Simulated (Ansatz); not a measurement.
# CH2Ga+ (triplet): from Hartree-Fock to the top rungs, cc-pVDZ

The task here is to estimate one member of a computed series from the others.

Program: Ansatz 0.2.0, Gaussian basis. Level of theory: cc-pVDZ, core rule «outside noble gas», up to 15 orbitals frozen. These are calculated values, not measurements.

The runs, in order: UHF; CCSD(T) on ROHF; CCSD(T) on UHF; BCCD(T) on ROHF; CISD; CCSDT(Q) on ROHF; CCSDT(Q) on UHF; CCSDTQ on ROHF; CCSDTQ on UHF.

9 further runs of the same task are left out: 4 for a known fault of the program, 5 set aside as unsound or not needed.

### The geometry

The geometry is a PBE0/def2-TZVP stationary point (not a proven minimum) of the parent state, kept for this charge and spin. No spin-orbit coupling is included. The filled d shell of Ga may be among the frozen orbitals whatever the setting's name suggests; the logs give the count.

4 atoms, charge 1, spin multiplicity 3.

Atoms are counted from 1 here; the program's logs count them from 0.

Bond lengths: C1–Ga2 1.974 Å, Ga2–H3 1.564 Å, Ga2–H4 1.566 Å. Angles: C1–Ga2–H3 118.1°, C1–Ga2–H4 117.3°, H3–Ga2–H4 124.6°.

The first run:

in.yaml

```yaml
crystal:
  periodic: [false, false, false]
  atoms:
    - {symbol: C, position_ang: [0.000000, 0.001437, 1.708594]}
    - {symbol: Ga, position_ang: [0.000000, -0.000051, -0.265616]}
    - {symbol: H, position_ang: [0.000000, 1.379029, -1.003372]}
    - {symbol: H, position_ang: [0.000000, -1.392627, -0.982695]}
basis:
  gaussian: {orbitals: cc-pVDZ}
total_charge: 1
magnetization: {spin_polarized: true, initial_magnetization: 2}
hamiltonian: {xc: hf}
output: {orbitals: {seedname: orbitals}}
```

Launch:

```console
$ ansatz run in.yaml --threads 1 --pin off --events-out ev --progress --plain --max-ram 4096MiB --backend cpu
```

Steps of the session up to this table: UHF; CCSD(T) on ROHF; CCSD(T) on UHF; BCCD(T) on ROHF; CISD; CCSDT(Q) on ROHF; CCSDT(Q) on UHF; CCSDTQ on ROHF; CCSDTQ on UHF.

One table of the session follows, with a row left open; its other results are not shown here.

```
   method  from UCCSDTQ (meV)
     ROHF             +4210.0
      UHF             +4113.8
     RMP2             +1221.4
     UMP2             +1205.2
    RCCSD              +158.1
    UCCSD              +155.3
 RCCSD(T)               +53.0
 UCCSD(T)               +51.6
  BCCD(T)               +54.5
   RCCSDT                +9.0
   UCCSDT                +6.9
RCCSDT(Q)                +3.1
UCCSDT(Q)                -0.4
  RCCSDTQ                   ?
  UCCSDTQ                   0
```

Q: Estimate the row for RCCSDTQ from the others.

**Answer.** from UCCSDTQ (meV): +2.3. In the column «from UCCSDTQ (meV)» it lies between UCCSDTQ (0) and RCCSDT(Q) (+3.1).

To keep in mind: Restricted and unrestricted rows rest on different reference determinants; where their highest levels disagree by more than a few hundredths of an eV, they describe different states and don't form one ladder.
